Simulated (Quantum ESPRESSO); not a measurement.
## WS in Quantum ESPRESSO: the effect of functional

WS:

```xyz
2
Lattice="3.4448 0.0000 0.0000 0.0000 3.4448 0.0000 0.0000 0.0000 3.4448" Properties=species:S:1:pos:R:3 pbc="T T T"
W     1.7224    1.7224    1.7224
S     0.0000    0.0000    0.0000
```

The cell was built by a generator and needn't be a form met in nature.

Alike in all runs:

- Program: Quantum ESPRESSO 7.5
- Task: phonon dispersion
- k mesh: 4 × 4 × 4, shifted
- Occupations: fermi-dirac, width 0.05 eV
- Spin: no spin polarisation

Each run relaxes the cell or the atoms first.

| functional | potentials or basis | cutoff | relaxed volume (Å³/atom) | highest phonon frequency (cm⁻¹) |
| --- | --- | --- | --- | --- |
| LDA | PseudoDojo 0.4.1 SR LDA standard | 952 eV | ? | ? |
| PBE | PseudoDojo 0.4.1 SR PBE standard | 1007 eV | 13.85 | 324 |
| PBEsol | PseudoDojo 0.4.1 SR PBEsol standard | 1007 eV | 13.41 | 337 |

Task: What does the run with functional LDA give?

Result: Relaxed volume 13.17 Å³/atom; highest phonon frequency 345 cm⁻¹.

Caveats: all runs use coarse meshes; the mesh is thin for the phonons of a metal; some modes are imaginary; the volume moved by over 15 % at a fixed basis, so the end points are rough.
